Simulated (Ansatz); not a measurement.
Run this with the Python package of Ansatz (0.2.0) and show what comes out.

`run_disp.py`:
```python
import ansatz
import numpy as np

VECTORS = np.array([
    [0.0, 2.5663, 2.5663],
    [2.5663, 0.0, 2.5663],
    [2.5663, 2.5663, 0.0],
])
SITES = [
    ("Sr", (0.5, 0.5, 0.5)),
    ("O", (0.0, 0.0, 0.0)),
]


def make_crystal(cell):
    crystal = ansatz.Crystal(lattice=ansatz.Lattice.of(cell))
    for symbol, position in SITES:
        crystal = crystal.atom(symbol, position)
    return crystal

atoms = [(site[0], site[1]) for site in SITES]
print("dispersion energy and pressure at linear scale factors", (0.98, 1.0, 1.02))
for functional in (ansatz.Functional.HSE06, ansatz.Functional.PBE0):
    for method in ("d3bj", "d4"):
        damping = ansatz.dispersion_damping(method=method, xc=functional)
        line = []
        for scale in (0.98, 1.0, 1.02):
            term = ansatz.pairwise_dispersion(vectors=(VECTORS * scale).tolist(), atoms=atoms, damping=damping, periodic=(True, True, True))
            line.append(f"{term.energy_ev / len(atoms):.4f} eV/atom, {np.trace(term.stress_gpa) / 3:.2f} GPa")
        print(functional.value, method, "|", " | ".join(line))
print("charges of the D4 model in the last cell:", np.round(term.partial_charges_e, 3))
```

```console
$ python run_disp.py
dispersion energy and pressure at linear scale factors (0.98, 1.0, 1.02)
hse06 d3bj | -0.3862 eV/atom, -4.09 GPa | -0.3623 eV/atom, -3.62 GPa | -0.3403 eV/atom, -3.20 GPa
hse06 d4 | -0.1735 eV/atom, -1.94 GPa | -0.1622 eV/atom, -1.69 GPa | -0.1520 eV/atom, -1.48 GPa
pbe0 d3bj | -0.3020 eV/atom, -3.19 GPa | -0.2835 eV/atom, -2.81 GPa | -0.2664 eV/atom, -2.48 GPa
pbe0 d4 | -0.1756 eV/atom, -1.98 GPa | -0.1642 eV/atom, -1.73 GPa | -0.1537 eV/atom, -1.51 GPa
charges of the D4 model in the last cell: [ 0.825 -0.825]
```
